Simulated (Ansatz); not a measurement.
# AlBrH₄O₂Si: small, medium and large basis sets

An exercise on one series of results from a longer session: the logs are not shown, and one member is left open.

Method: one geometry, several basis sets; program: Ansatz 0.2.0, Gaussian basis.

Plan: PBE0-D4/def2-SVP; ωB97M-V/def2-SVP; PBE0-D4/def2-QZVPP; ωB97M-V/def2-QZVPP; the functionals' def2-TZVPP values are taken from earlier runs.

## The geometry

The geometry comes from an earlier relaxation with PBE0-D4 in a triple-zeta def2 set; it is a stationary point, not always the lowest conformer.

9 atoms, charge 0, spin multiplicity 1.

Atoms are counted from 1 here; the program's logs count them from 0.

Bond lengths: O1–Al2 1.680 Å, O1–H6 0.956 Å, Al2–Br3 2.233 Å, Al2–O4 1.672 Å, O4–Si5 1.630 Å, Si5–H7 1.486 Å, Si5–H8 1.486 Å, Si5–H9 1.487 Å. Angles: Al2–O1–H6 122.9°, O1–Al2–Br3 117.8°, O1–Al2–O4 122.1°, Br3–Al2–O4 120.0°, Al2–O4–Si5 158.8°, O4–Si5–H7 109.4°, O4–Si5–H8 109.4°, O4–Si5–H9 110.8°, H7–Si5–H8 109.1°, H7–Si5–H9 109.1°, H8–Si5–H9 109.1°.

Set-up of the first run:

Contents of in.yaml:

```yaml
crystal:
  periodic: [false, false, false]
  atoms:
    - {symbol: O, position_ang: [2.459186, 1.251320, -0.683160]}
    - {symbol: Al, position_ang: [1.456588, 0.261208, 0.231969]}
    - {symbol: Br, position_ang: [2.346199, -0.775754, 1.998694]}
    - {symbol: O, position_ang: [-0.157815, 0.039552, -0.143768]}
    - {symbol: Si, position_ang: [-1.686210, -0.512614, -0.016668]}
    - {symbol: H, position_ang: [2.154460, 1.729101, -1.453222]}
    - {symbol: H, position_ang: [-2.623989, 0.639366, 0.027182]}
    - {symbol: H, position_ang: [-2.007061, -1.356399, -1.197201]}
    - {symbol: H, position_ang: [-1.852858, -1.322179, 1.219074]}
basis:
  gaussian: {orbitals: def2-SVP}
hamiltonian: {xc: pbe0, dispersion: d4}
output: {orbitals: {seedname: orbitals}}
```

Steps of the session up to this table: PBE0-D4 in def2-SVP; ωB97M-V in def2-SVP; PBE0-D4 in def2-QZVPP; ωB97M-V in def2-QZVPP.

One table of the session follows, with a row left open; its other results are not shown here.

It belongs to the step «Density functionals: the series». 

```
functional       basis  HOMO (eV)
   PBE0-D4    def2-SVP          ?
   PBE0-D4  def2-TZVPP      -8.63
   PBE0-D4  def2-QZVPP      -8.65
   ωB97M-V    def2-SVP     -10.68
   ωB97M-V  def2-TZVPP     -10.88
   ωB97M-V  def2-QZVPP     -10.90
```

Q: Estimate the row for PBE0-D4, def2-SVP from the others.

**Answer.** HOMO (eV): -8.47. In the column «HOMO (eV)» it is the highest.
